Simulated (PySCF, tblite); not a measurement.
# C₄H₁₀Cl₂OSi: geometry, infrared bands and NMR shifts

What infrared bands and NMR shifts should C₄H₁₀Cl₂OSi (`CO[C@H](CCl)[SiH2]CCl`) show?

Computed with tblite 0.8.0 and PySCF 2.14.0, with density-fitted response routines of our own, on a single molecule in the gas phase. Atoms are numbered from 0 throughout.

## Step 1: The starting structure

18 atoms, charge 0, multiplicity 1; geometry from: force field or distance geometry start.

Bonds of the start (Å): C0–O1 1.38, O1–C2 1.37, C2–C3 1.50, C3–Cl4 1.79, C2–Si5 1.90, Si5–C6 1.86, C6–Cl7 1.79, C0–H8 1.12, C0–H9 1.10, C0–H10 1.11, C2–H11 1.11, C3–H12 1.11, C3–H13 1.12, Si5–H14 1.47, Si5–H15 1.46, C6–H16 1.11, C6–H17 1.12.

## Step 2: Optimising the geometry with GFN2-xTB

The job: settings as JSON, then the geometry in Å.

```
{"job": {"kind": "relax", "xc": "GFN2-xTB", "basis": "xTB"}, "charge": 0, "multiplicity": 1}
C      1.740700     1.718800    -0.034600
O      1.339500     0.523900    -0.602900
C      0.516100    -0.234600     0.191900
C      1.149800    -1.587700     0.314400
Cl     0.203900    -2.727300     1.320400
Si    -1.072000    -0.501100    -0.810900
C     -2.554400     0.201400     0.070500
Cl    -2.066200     1.132300     1.524900
H      0.852800     2.363900     0.177300
H      2.374300     2.237900    -0.767400
H      2.322000     1.598400     0.898000
H      0.250300     0.224700     1.164900
H      2.171100    -1.416700     0.727200
H      1.305000    -2.007500    -0.714200
H     -0.915100     0.208200    -2.090800
H     -1.287100    -1.914400    -1.091800
H     -3.119600     0.839300    -0.634000
H     -3.219800    -0.653300     0.345400
```

Command:

```
$ OMP_NUM_THREADS=1 python probes_run.py task.json out
```

This one command runs all jobs of the session in turn.

**Question.** This job is followed by: GFN2-xTB harmonic vibrations, gas phase; GIAO PBE0/pcSseg-1 NMR shielding, non-relativistic, gas phase. Predict these results of the whole session: strongest single infrared mode (GFN2-xTB); zero-point energy (GFN2-xTB); ¹³C shifts against TMS (PBE0/pcSseg-1); ¹H shifts against TMS (PBE0/pcSseg-1, means over atoms taken as alike); ¹⁷O shifts against H2O (PBE0/pcSseg-1); ³⁵Cl shifts against HCl (PBE0/pcSseg-1); ²⁹Si shifts against TMS (PBE0/pcSseg-1); surface potential, 1st and 99th percentile.

The runs gave:

| quantity | value |
| --- | --- |
| strongest single infrared mode (GFN2-xTB) | 2264 cm⁻¹, 320 km/mol |
| zero-point energy (GFN2-xTB) | 82.1 kcal/mol |
| ¹³C shifts against TMS (PBE0/pcSseg-1) | 74.3, 61.8, 49.8, 33.6 ppm |
| ¹H shifts against TMS (PBE0/pcSseg-1, means over atoms taken as alike) | 4.51, 4.30, 4.06, 3.79, 3.55, 3.51, 3.31, 3.05 ppm |
| ¹⁷O shifts against H2O (PBE0/pcSseg-1) | 38.1 ppm |
| ³⁵Cl shifts against HCl (PBE0/pcSseg-1) | 53, 16 ppm |
| ²⁹Si shifts against TMS (PBE0/pcSseg-1) | -26.2 ppm |
| surface potential, 1st and 99th percentile | -1.07 V and 1.18 V |

Over 195 steps the energy fell by 0.567 eV; of the close pairs, Si5–C6 changed most, 1.862 to 1.914 Å. All 48 modes are real, so the xTB geometry is a minimum. The strongest single mode, at 2264 cm⁻¹, moves mainly H15. GFN2-xTB is a fitted tight-binding method: band positions and strengths are rough. Its intensities can rank the bands wrongly. At PBE0/pcSseg-1: The largest span, 286 ppm, is at Cl4, where the paramagnetic term is -251 ppm.
